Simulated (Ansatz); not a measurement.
# SiNi2: the cost of one run

Computed with Ansatz 0.2.0 (DFT, PBE, plane-wave PAW, default files, scalar-relativistic, frozen cores, as far as a step names no other, unless a step's input says otherwise).

**1. The system as given**

The structure is orthorhombic, space group Pnma (No. 62). The conventional cell has a = 4.990 Å, b = 3.720 Å, c = 7.060 Å, α = 90.00°, β = 90.00°, γ = 90.00°. Around Si (site symmetry m) lie 9 Ni at 2.08 to 2.50 Å. Ni (site symmetry m) is surrounded by 5 Si at 2.46 to 2.50 Å and 8 Ni at 2.54 to 2.71 Å. Around Ni (site symmetry m) lie 4 Si at 2.08 to 2.32 Å.

Structure file:

```
Si Ni
1.0
     4.99000    0.00000    0.00000
     0.00000    3.72000    0.00000
     0.00000    0.00000    7.06000
Si Ni
4 8
Direct
  0.23600 0.25000 0.38600
  0.26400 0.75000 0.88600
  0.73600 0.25000 0.11400
  0.76400 0.75000 0.61400
  0.95800 0.25000 0.79700
  0.54200 0.75000 0.29700
  0.45800 0.25000 0.70300
  0.04200 0.75000 0.20300
  0.32500 0.25000 0.06300
  0.17500 0.75000 0.56300
  0.82500 0.25000 0.43700
  0.67500 0.75000 0.93700
```

The earlier run gave: no gap over 0.1 eV on the mesh, largest force 2.790 eV/Å, pressure 7.9 GPa.

Site by site (atoms counted from 1):

| site | atoms | first shell | V_zz (10²¹ V/m²) | η | C_Q (MHz) |
| --- | --- | --- | --- | --- | --- |
| Si | 1, 2, 3, 4 | 9 Ni at 2.08–2.50 Å | 1.89 | 0.42 | – |
| Ni5 | 5, 6, 7, 8 | 5 Si at 2.46–2.50 Å, 8 Ni at 2.54–2.71 Å | -1.56 | 0.62 | -6.09 (⁶¹Ni) |
| Ni9 | 9, 10, 11, 12 | 4 Si at 2.08–2.32 Å; also 8 Ni at 2.54–2.71 Å, 1 Si at 2.96 Å | 1.15 | 0.92 | 4.49 (⁶¹Ni) |

V_zz is the principal component of the electric field gradient with the largest magnitude, η = (V_xx − V_yy)/V_zz and C_Q = eQV_zz/h. Quadrupole moments are those of Pyykkö's year-2017 table. A dash under C_Q marks elements without a common quadrupolar isotope.

**2. Z stretched by +3 %, ions relaxed**

Input file input.yaml:

```yaml
crystal:
  lattice:
    - [4.99, 0.0, 0.0]
    - [0.0, 3.72, 0.0]
    - [0.0, 0.0, 7.2718]
  atoms:
    - { symbol: Si, position: [0.288751226, 0.25, 0.3858384806] }
    - { symbol: Si, position: [0.211248774, 0.75, 0.8858384806] }
    - { symbol: Si, position: [0.788751226, 0.25, 0.1141615194] }
    - { symbol: Si, position: [0.711248774, 0.75, 0.6141615194] }
    - { symbol: Ni, position: [0.95876131, 0.25, 0.7948133046], spin: 1.5 }
    - { symbol: Ni, position: [0.54123869, 0.75, 0.2948133046], spin: 1.5 }
    - { symbol: Ni, position: [0.45876131, 0.25, 0.7051866954], spin: 1.5 }
    - { symbol: Ni, position: [0.04123869, 0.75, 0.2051866954], spin: 1.5 }
    - { symbol: Ni, position: [0.3298016654, 0.25, 0.0603341543], spin: 1.5 }
    - { symbol: Ni, position: [0.1701983346, 0.75, 0.5603341543], spin: 1.5 }
    - { symbol: Ni, position: [0.8298016654, 0.25, 0.4396658457], spin: 1.5 }
    - { symbol: Ni, position: [0.6701983346, 0.75, 0.9396658457], spin: 1.5 }
magnetization:
  spin_polarized: true
kpoints:
  mp_grid: { grid: [9, 12, 6] }
scf:
  occupations: { method: fermi_dirac, width: 0.05 }
hamiltonian:
  xc: pbe
  pseudopotentials: { kind: paw, frozen_core: stored }
output:
  forces: true
  stress: true
  populations: true
  efg: { quadrupole_moments_barn: { Ni: 0.162 } }
relax:
  f_tol: 0.02
  max_steps: 60
```

On the command line:

```bash
$ ansatz run input.yaml --threads 4 --pin off --max-ram 8192MiB --backend cpu --events-out ev --progress --plain --runs-dir out
```

What time and memory should one allow on 4 threads of Intel Xeon Platinum 8375C at 2.90GHz (Ice Lake), shared host?

About 3.4 min, with a peak of 3.1 GiB.
